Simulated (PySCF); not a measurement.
# C4H7B: geometry, spin-spin couplings

Wanted: the spin-spin couplings of C4H7B (`B/C=C/C=C`), by calculation.

Programs: PySCF 2.14.0, with density-fitted response routines of our own. Each step states its level of theory. These are calculated values for one molecule in the gas phase, unless marked as measured. Atoms count from 0, in the outputs and in this text.

## 1. Starting geometry

12 atoms, charge 0, multiplicity 1; geometry from: GFN2-xTB. The atoms were then displaced at random by about 0.01 Å, so the start is not that level's minimum.

Bonds of the start (Å): B0–C1 1.56, C1–C2 1.36, C2–C3 1.39, C3–C4 1.35, B0–H5 1.16, B0–H6 1.16, C1–H7 1.08, C2–H8 1.11, C3–H9 1.08, C4–H10 1.08, C4–H11 1.10.

## 2. Optimising the geometry at PBE0-D3(BJ)/def2-SVP

Job settings and geometry (Å):

```
{"job": {"xc": "PBE0", "basis": "def2-SVP", "d3": "d3bj", "grid": 1, "shake": 0.01, "kind": "geom"}, "charge": 0, "multiplicity": 1}
B      2.543220    -0.040840    -0.365390
C      1.025020    -0.004030    -0.728760
C      0.019380    -0.004540     0.180110
C     -1.332530     0.013560    -0.131220
C     -2.329920     0.002480     0.783640
H      3.329060    -0.011820    -1.216140
H      2.861700    -0.028210     0.753710
H      0.736180     0.019440    -1.772940
H      0.286170    -0.010190     1.262360
H     -1.626090     0.021240    -1.169570
H     -3.380120     0.016320     0.540900
H     -2.092400    -0.001690     1.854260
```

On the command line:

```bash
> OMP_NUM_THREADS=1 python probes_run.py task.json out
```

This one command runs all jobs of the session in turn.

**Question.** This job is followed by: B3LYP/6-31G* indirect spin-spin coupling, non-relativistic, gas phase. Predict these results of the whole session: rotational constants (main isotopes); largest coupling of the table (B3LYP/6-31G*).

As calculated:

```
                                    quantity                     value
        rotational constants (main isotopes)     28.38, 2.30, 2.13 GHz
largest coupling of the table (B3LYP/6-31G*)  1J(C,H) C4–H10, 170.5 Hz
```

**Reading.** Relaxing lowered the energy by 0.189 eV in 6 steps; the close pair that moved most is C2–C3, from 1.387 to 1.449 Å. Of the pairs tabulated at B3LYP/6-31G*, C4–H10 couples most strongly (170.5 Hz; Fermi contact 170.0 Hz). Couplings across rotatable bonds belong to this one conformer; where others are populated, the observed values are averages. Couplings from bases without tight functions are rough.
